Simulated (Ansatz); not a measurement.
# SiH₂I radical: one structure at several levels

How do the functionals fare away from a minimum? The structure is a structure displaced at random from a GFN2-xTB minimum.

Computed with Ansatz 0.2.0, Gaussian basis. Level: single points in def2-TZVPP.

Correlated methods freeze the cores. Filled d shells of the heavier atoms are correlated. Core potentials replace the inner electrons past krypton, and spin-orbit coupling is left out. Orbitals are unrestricted.

### 1 Starting geometry

4 atoms, charge 0, spin multiplicity 2.

Atoms are counted from 1 here; the program's logs count them from 0.

Bond lengths: Si1–I2 2.450 Å, Si1–H3 1.495 Å, Si1–H4 1.526 Å. Angles: I2–Si1–H3 111.1°, I2–Si1–H4 101.1°, H3–Si1–H4 118.8°.

As a file:

```xyz
4
H2ISi
Si   -0.1698   -0.2402   -0.4494
I     1.8603   -0.2562    0.9221
H    -1.3590   -0.6733    0.3463
H    -0.1356    1.1792   -1.0091
```

### 2 CCSD(T)/def2-TZVPP

run/in.yaml reads:

```yaml
crystal:
  periodic: [false, false, false]
  atoms:
    - {symbol: Si, position_ang: [-0.169800, -0.240200, -0.449400]}
    - {symbol: I, position_ang: [1.860300, -0.256200, 0.922100]}
    - {symbol: H, position_ang: [-1.359000, -0.673300, 0.346300]}
    - {symbol: H, position_ang: [-0.135600, 1.179200, -1.009100]}
basis:
  gaussian: {orbitals: def2-TZVPP}
magnetization: {spin_polarized: true, initial_magnetization: 1}
correlation: {method: ccsd_t}
scf: {omitted_lower_state_checks: [cluster_reference]}
output: {forces: true}
```

Command:

```
ansatz run in.yaml --threads 4 --pin off --events-out ev --progress --plain --max-ram 5222MiB
```

### 3 PBE0-D4/def2-TZVPP

Edit run/in.yaml of step 2 so:

```diff
@@ -10,4 +10,3 @@
 magnetization: {spin_polarized: true, initial_magnetization: 1}
-correlation: {method: ccsd_t}
-scf: {omitted_lower_state_checks: [cluster_reference]}
-output: {forces: true}
+hamiltonian: {xc: pbe0, dispersion: d4}
+output: {forces: true, orbitals: {seedname: orbitals}}
```

### 4 wB97M-V/def2-TZVPP

Edit run/in.yaml of step 3 so:

```diff
@@ -10,3 +10,3 @@
 magnetization: {spin_polarized: true, initial_magnetization: 1}
-hamiltonian: {xc: pbe0, dispersion: d4}
-output: {forces: true, orbitals: {seedname: orbitals}}
+hamiltonian: {xc: {name: wB97M-V}}
+output: {forces: true}
```

### 5 r2SCAN-D4/def2-TZVPP

Edit run/in.yaml of step 4 so:

```diff
@@ -10,3 +10,3 @@
 magnetization: {spin_polarized: true, initial_magnetization: 1}
-hamiltonian: {xc: {name: wB97M-V}}
+hamiltonian: {xc: r2scan, dispersion: d4}
 output: {forces: true}
```

### 6 PBE-D4/def2-TZVPP

Edit run/in.yaml of step 5 so:

```diff
@@ -10,3 +10,3 @@
 magnetization: {spin_polarized: true, initial_magnetization: 1}
-hamiltonian: {xc: r2scan, dispersion: d4}
+hamiltonian: {xc: pbe, dispersion: d4}
 output: {forces: true}
```

### 7 CAM-B3LYP-D4/def2-TZVPP

Edit run/in.yaml of step 6 so:

```diff
@@ -10,3 +10,3 @@
 magnetization: {spin_polarized: true, initial_magnetization: 1}
-hamiltonian: {xc: pbe, dispersion: d4}
+hamiltonian: {xc: {name: CAM-B3LYP}, dispersion: d4}
 output: {forces: true}
```

### 8 BHLYP-D4/def2-TZVPP

Edit run/in.yaml of step 7 so:

```diff
@@ -10,3 +10,3 @@
 magnetization: {spin_polarized: true, initial_magnetization: 1}
-hamiltonian: {xc: {name: CAM-B3LYP}, dispersion: d4}
+hamiltonian: {xc: {name: BHLYP}, dispersion: d4}
 output: {forces: true}
```

(Steps that only read results are left out.)

Before running it: what results should come out? Wanted: energy less free atoms, CCSD(T)/def2-TZVPP; RMS force component; RMS force error; HOMO and LUMO, PBE0-D4; T1 diagnostic.

The runs gave:

| quantity | value |
| --- | --- |
| energy less free atoms, CCSD(T)/def2-TZVPP | -868.8 kJ/mol |
| RMS force component | 0.283 to 0.391 eV/Å over the methods |
| RMS force error | PBE0-D4 0.058, wB97M-V 0.036, r2SCAN-D4 0.044, PBE-D4 0.154, CAM-B3LYP-D4 0.021, BHLYP-D4 0.077 eV/Å |
| HOMO and LUMO, PBE0-D4 | -6.38 and -2.96 eV |
| T1 diagnostic | 0.012 |

**Reading.** Against CCSD(T) the functionals' energies less atoms differ by -43.5 to -14.5 kJ/mol, PBE-D4 by -33.2 kJ/mol. CCSD(T) in triple zeta still lacks some correlation energy of the bonds, so part of these gaps is its own basis error and they don't rank the functionals. On forces the order runs from CAM-B3LYP-D4 to PBE-D4. Frozen-core CCSD(T) forces in triple zeta carry basis errors of their own, and this is one geometry, so small gaps rank nothing.
